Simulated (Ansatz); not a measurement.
What does this script print? It uses the Python package of Ansatz (0.2.0).

`prototypes.py`:
```python
"""Se on common prototypes, each relaxed."""

import csv

import ansatz as az
import numpy as np
import spglib


def diamond(a_site, a):
    return az.Crystal.diamond(a_site, a=a)


def bcc(A, a):
    return (
        az.Lattice.bcc(a)
        .space_group(229)
        .atom(A, (0, 0, 0))
        .primitive()
    )


def sc(A, a):
    return (
        az.Lattice.cubic(a)
        .space_group(221)
        .atom(A, (0, 0, 0))
    )


def run_phase(name, crystal):
    calc = (
        crystal.calculation()
        .functional("r2scan")
        .basis(20 * az.Ha)
        .kpoints(spacing=0.3)
        .occupations("fermi_dirac", width=0.02)
        .stress()
        .band_table()
    )
    calc = calc.relax(force_tolerance=0.02, cell=True)
    return calc.run(threads=1)

def relaxed_twice(name, crystal):
    # the second pass draws mesh and plane waves anew for the relaxed cell
    first = run_phase(name, crystal)
    again = az.Crystal(lattice=az.Lattice.of(first.lattice.cell_ang))
    for site in first.report["lattice"]["sites"]:
        again = again.atom(site["symbol"], site["position_frac"])
    return run_phase(name, again)


def pressure_gpa(outcome):
    return float(np.trace(outcome.report["stress_gpa"]) / 3)


def space_group(outcome):
    sites = outcome.report["lattice"]["sites"]
    kinds = sorted({site["symbol"] for site in sites})
    cell = (outcome.lattice.cell_ang, [site["position_frac"] for site in sites], [kinds.index(site["symbol"]) for site in sites])
    return spglib.get_spacegroup(cell, symprec=0.01)


def volume_per_atom(outcome):
    return abs(np.linalg.det(outcome.lattice.cell_ang)) / len(outcome.lattice.sites)

# starting lattice constants are rough guesses; the relaxation finds the rest
phases = {}
phases["diamond"] = diamond("Se", 6.02)
phases["bcc"] = bcc("Se", 3.47)
phases["sc"] = sc("Se", 2.85)

done = {}
for name, crystal in phases.items():
    try:
        done[name] = relaxed_twice(name, crystal)
    except az.NonConvergedError as error:
        print(name, "did not converge:", str(error)[:120])

energy = {name: o.report["energy_sigma0_ev"] / len(o.lattice.sites) for name, o in done.items()}
lowest = min(energy.values())
rows = [(name, len(o.lattice.sites), 1000 * (energy[name] - lowest), pressure_gpa(o), space_group(o), volume_per_atom(o)) for name, o in done.items()]
rows.sort(key=lambda row: row[2])
with open("prototypes.csv", "w", newline="") as handle:
    writer = csv.writer(handle)
    writer.writerow(["phase", "atoms", "dE (meV/atom)", "P (GPa)", "space group", "V (A^3/atom)"])
    writer.writerows([round(v, 4) if isinstance(v, float) else v for v in row] for row in rows)
print(open("prototypes.csv").read())
print("order:", " < ".join(row[0] for row in rows))
```

```console
$ python prototypes.py
phase,atoms,dE (meV/atom),P (GPa),space group,V (A^3/atom)
sc,1,0.0,-0.0037,Pm-3m (221),22.4627
diamond,2,412.7629,-0.0491,Fd-3m (227),31.1003
bcc,1,447.765,-0.04,Im-3m (229),20.4411

order: sc < diamond < bcc
```

By space group at the end of each run: Pm-3m (+0 meV an atom, 22.5 Å³), Fd-3m (+412 meV an atom, 31.0 Å³) and Im-3m (+448 meV an atom, 20.4 Å³).

Notes:
- For the metals among these phases the mesh is modest: differences between phases can be off by up to 40 meV an atom.
- Pressure is positive in compression.
- The cells are built on prototypes, so most aren't the phase found in nature. Rows bear the name of their start, and a relaxation keeps or raises the symmetry. Differences under about 40 meV an atom lie within the error of mesh and functional.
- Timing: 37 s on 1 thread of Intel(R) Xeon(R) 6975P-C (Granite Rapids), on a shared host, peak memory 0.64 GiB.

(Lines on the test bed's own set-up are left out of the output.)
